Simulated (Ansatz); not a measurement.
CrNi3, space group Fm-3m: an equation of state with a fit, run with Ansatz 0.2.0 through its Python package.

`eos.py`:
```python
import warnings

import ansatz as az
import numpy as np
from scipy.optimize import curve_fit

VECTORS = np.array([
    [0.0, 2.818112, 2.818112],
    [2.818112, 0.0, 2.818112],
    [2.818112, 2.818112, 0.0],
])
SITES = [
    ("Cr", [0.0, 0.0, 0.0], 3.9),
    ("Ni", [0.75, 0.75, 0.75], 2.0),
    ("Ni", [0.25, 0.25, 0.25], 2.0),
    ("Ni", [0.5, 0.5, 0.5], 2.0),
]


def build(cell):
    crystal = az.Crystal(lattice=az.Lattice.of(cell))
    for symbol, position, moment in SITES:
        crystal = crystal.atom(symbol, position, moment=moment or None)
    return crystal

def vinet(v, e0, v0, b0, b1):
    eta = (v / v0) ** (1 / 3)
    return e0 + 2 * b0 * v0 / (b1 - 1) ** 2 * (2 - (5 + 3 * b1 * (eta - 1) - 3 * eta) * np.exp(-1.5 * (b1 - 1) * (eta - 1)))

warnings.simplefilter("ignore", az.DeckWarning)

volumes, energies, pressures = [], [], []
for scale in np.linspace(0.9, 1.1, 9):
    cell = VECTORS * scale ** (1 / 3)
    base = build(cell).calculation()
    base = base.functional("PBEsol")
    base = base.basis(550).occupations("fermi_dirac", width=0.05)
    base = base.spin("collinear").kpoints(7, 7, 7)
    base = base.stress()
    rep = base.run(threads=1).report
    volumes.append(abs(np.linalg.det(cell)) / len(SITES))
    energies.append(rep["free_energy_ev"] / len(SITES))
    pressures.append(np.trace(rep["stress_gpa"]) / 3)
    print(f"V = {volumes[-1]:8.4f} A^3/atom  F = {energies[-1]:.5f} eV/atom  P = {pressures[-1]:8.3f} GPa")

guess = (min(energies), volumes[int(np.argmin(energies))], 0.5, 4.5)
(e0, v0, b0, b1), _ = curve_fit(vinet, np.array(volumes), np.array(energies), p0=guess, maxfev=20000)
print(f"Vinet fit: V0 = {v0:.4f} A^3/atom, B0 = {160.21766 * b0:.1f} GPa, B1 = {b1:.2f}")
print("largest residual", round(1000 * float(np.abs(vinet(np.array(volumes), e0, v0, b0, b1) - energies).max()), 3), "meV/atom")
```

From its runs, with one value withheld:

| V (Å³/atom) | F less the lowest row shown (meV/atom) |
| --- | --- |
| 10.071 | 27.11 |
| 10.351 | ? |
| 10.631 | 0.00 |
| 10.911 | 3.02 |
| 11.190 | 14.74 |
| 11.470 | 33.80 |
| 11.750 | 59.00 |
| 12.030 | 89.38 |
| 12.309 | 124.15 |

What is the missing energy at 10.351 Å³ an atom?

A third-order Birch-Murnaghan fit, E = E0 + (9 V0 B0 / 16) [(t - 1)³ B' + (t - 1)² (6 - 4t)] with t = (V0/V)^(2/3), through the 8 rows shown gives V0 = 10.683 Å³, B0 = 219.0 GPa, B' = 5.53 and E0 = -0.15 meV. At V = 10.351 Å³, t = 1.02129, and the fit interpolates to 7.42 meV. The run gave 7.37 meV, a miss of 0.05 meV.

What to keep in mind:
- The SCF didn't keep the moments it started from (some shrank, vanished or turned); what is printed is the state reached.
- The mesh is modest for a metal, so energies can be off by several to tens of meV an atom and pressures by half a GPa or more; differences at equal mesh fare better.
- Pressure is positive in compression.
- At these settings the cell as given stands under about -9 GPa, so it isn't at this functional's equilibrium volume.
- This cell is a computed structure, which may not be the phase found in nature.
- The script silences the warnings on its input, which a real study should read.
- Timing: 4 min on 1 thread of Arm Neoverse V2, with other jobs on the host, peak memory 0.77 GiB.
